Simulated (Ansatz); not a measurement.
Predict the output of the script below (Ansatz's Python interface).

Input file `ti_p6_mmm.vasp`:
```text
Ti
1.0
   4.60000000    0.00000000    0.00000000
  -2.30000000    3.98371686    0.00000000
   0.00000000    0.00000000    2.82000000
Ti
3
Direct
   0.00000000    0.00000000    0.00000000
   0.33333333    0.66666667    0.50000000
   0.66666667    0.33333333    0.50000000
```

`ti_im_3m.xyz`
```text
1
Lattice="-1.641 1.641 1.641 1.641 -1.641 1.641 1.641 1.641 -1.641" Properties=species:S:1:pos:R:3 pbc="T T T"
Ti    0.00000000    0.00000000    0.00000000
```

The script, `transition.py`:
```python
'''Pressure at which two phases of Ti cross.'''

import csv
import warnings

import ansatz as az
from ase.io import read
import numpy as np


def compute(name, crystal, pressure=0.0):
    calc = (
        crystal.calculation()
        .functional(az.Functional.PBESOL)
        .basis(470)
        .accuracy('medium')  # preset for grids and thresholds
        .scf(tolerance=1e-05, max_iterations=150, self_checks='low')
        .kpoints(spacing=0.39)
        .occupations('fermi_dirac', width=0.05)  # fractional filling near the Fermi level
    )
    calc = calc.relax(force_tolerance=0.03, max_steps=60, cell=True, pressure=pressure)
    return calc.run(threads=1)


def volume_per_atom(outcome):
    return abs(np.linalg.det(outcome.lattice.cell_ang)) / len(outcome.lattice.sites)

warnings.simplefilter('ignore', az.DeckWarning)

phases = {}
atoms = read('ti_p6_mmm.vasp', format='vasp')
p6_mmm = az.Crystal.from_ase(atoms)
phases['P6/mmm'] = p6_mmm
im_3m = az.Crystal.from_extxyz('ti_im_3m.xyz')
phases['Im-3m'] = im_3m

# enthalpy per atom at each pressure
pressures = [0, 15, 30, 45]
enthalpy, volume = {name: [] for name in phases}, {name: [] for name in phases}
for p in pressures:
    for name, crystal in phases.items():
        o = compute(name, crystal, pressure=p)
        volume[name].append(volume_per_atom(o))
        enthalpy[name].append(o.report['energy_sigma0_ev'] / len(o.lattice.sites) + p * volume[name][-1] / 160.21766)
gap = np.array(enthalpy['Im-3m']) - np.array(enthalpy['P6/mmm'])
rows = [(p, va, vb, 1000 * d) for p, va, vb, d in zip(pressures, volume['P6/mmm'], volume['Im-3m'], gap)]
with open('transition.csv', 'w', newline='') as handle:
    writer = csv.writer(handle)
    writer.writerow(['P (GPa)', 'V P6/mmm (A^3/atom)', 'V Im-3m (A^3/atom)', 'H(Im-3m) - H(P6/mmm) (meV/atom)'])
    writer.writerows([round(v, 4) if isinstance(v, float) else v for v in row] for row in rows)
print(open('transition.csv').read())
crossings = [p0 - g0 * (p1 - p0) / (g1 - g0) for p0, p1, g0, g1 in zip(pressures, pressures[1:], gap, gap[1:]) if g0 * g1 < 0]
print('crossing near', [round(float(p), 1) for p in crossings], 'GPa') if crossings else print('no crossing in this range')
```

`python transition.py` gives:
```text
P (GPa),V P6/mmm (A^3/atom),V Im-3m (A^3/atom),H(Im-3m) - H(P6/mmm) (meV/atom)
0,16.4528,16.7501,129.4201
15,14.8162,15.0495,158.5519
30,13.7105,13.7425,175.6949
45,12.8728,12.6645,163.9707

no crossing in this range
```

These settings explore the input space; cutoff and mesh may be short of convergence. At a fixed pressure a relaxation lowers the enthalpy F + PV, while F alone can rise. For the metals among these phases the mesh is modest: differences between phases can be off by up to 40 meV an atom. The program warned that this SCF threshold is loose for forces or stresses. The cells come from databases of deposited and of computed structures, and not all need be stable phases. Only these two structures are compared, at zero temperature and with their symmetry kept; either may be hypothetical, and another phase may be lower than both. Differences under about 40 meV an atom lie within the error of mesh and functional. The script silences the warnings on its input, which a real study should read. It ran for 36 s on 1 thread of Arm Neoverse V2, with other jobs on the host, peak memory 0.46 GiB.

(Lines on the test bed's own set-up are left out of the output.)
